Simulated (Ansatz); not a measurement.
Write a Python script for Ansatz's Python interface that makes energies of removing a hydrogen of ClH3OSn, SMILES [OH][SnH2][Cl]. Use (for the species named): r2SCAN, def2-TZVP basis, multiplicity 1, D4 dispersion.

| atom | x (Å) | y (Å) | z (Å) |
| --- | --- | --- | --- |
| O | -1.0937 | -1.0864 | -0.4597 |
| Sn | 0.2996 | 0.1706 | 0.1265 |
| Cl | 2.0770 | -1.0969 | 0.9290 |
| H | -1.7814 | -0.4255 | -0.7996 |
| H | 0.8409 | 1.1441 | -1.2401 |
| H | -0.3004 | 1.2301 | 1.3978 |

Script `bde_clh3osn.py`:
```python
# -*- coding: utf-8 -*-
"""X-H bond energies of ClH3OSn without relaxation."""

import ansatz as az


def energy_of(molecule, charge=0, unpaired=0):
    calc = molecule.calculation().basis(gaussian="def2-TZVP").functional("r2SCAN", dispersion="d4")
    if charge:
        calc = calc.charge(charge)
    if unpaired:
        calc = calc.spin("collinear", total=unpaired)
    return calc.run(threads=1, pin="off").report["free_energy_ev"]

GEOMETRY = """
O    -1.09370   -1.08640   -0.45970
Sn    0.29960    0.17060    0.12650
Cl    2.07700   -1.09690    0.92900
H    -1.78140   -0.42550   -0.79960
H     0.84090    1.14410   -1.24010
H    -0.30040    1.23010    1.39780
"""

def without(molecule, index):
    rest = az.Crystal.molecule()
    for i, site in enumerate(molecule.cartesian_sites):
        if i != index:
            rest = rest.atom(site.symbol, site.position_ang)
    return rest


def main():
    geometry = az.Crystal.molecule()
    for line in GEOMETRY.strip().splitlines():
        symbol, *xyz = line.split()
        geometry = geometry.atom(symbol, [float(v) for v in xyz])

    whole = energy_of(geometry, 0)
    hydrogen = energy_of(az.Crystal.molecule().atom("H", (0, 0, 0)), 0, 1)
    print(f"E(molecule) = {whole:.5f} eV, E(H) = {hydrogen:.5f} eV")
    for index in [3, 5]:
        radical = energy_of(without(geometry, index), 0, 1)
        print(f"H{index}: homolysis {96.485332 * (radical + hydrogen - whole):.1f} kJ/mol")
        anion = energy_of(without(geometry, index), -1)
        print(f"H{index}: loss of a proton {96.485332 * (anion - whole):.1f} kJ/mol")


if __name__ == "__main__":
    main()
```

Running `python bde_clh3osn.py` prints:
```text
E(molecule) = -20452.86183 eV, E(H) = -13.60370 eV
H3: homolysis 477.7 kJ/mol
H3: loss of a proton 1522.8 kJ/mol
H5: homolysis 293.1 kJ/mol
H5: loss of a proton 1440.2 kJ/mol
```

Caveats:
- Total energies depend on the basis set; only differences at equal settings carry meaning.
- The geometry is a force-field or estimated start, not a minimum of this method, and the basis set is short of its limit. All parts are taken at fixed geometry, without zero-point energy.
- def2 sets replace the cores of elements past krypton by effective core potentials.
- The spin-orbit lowering of heavy atoms is left out.
- Anions want diffuse functions, which this basis lacks.
- Timing: 26 s on 1 thread of Intel(R) Xeon(R) 6975P-C (Granite Rapids) (shared host), peak memory 0.36 GiB.
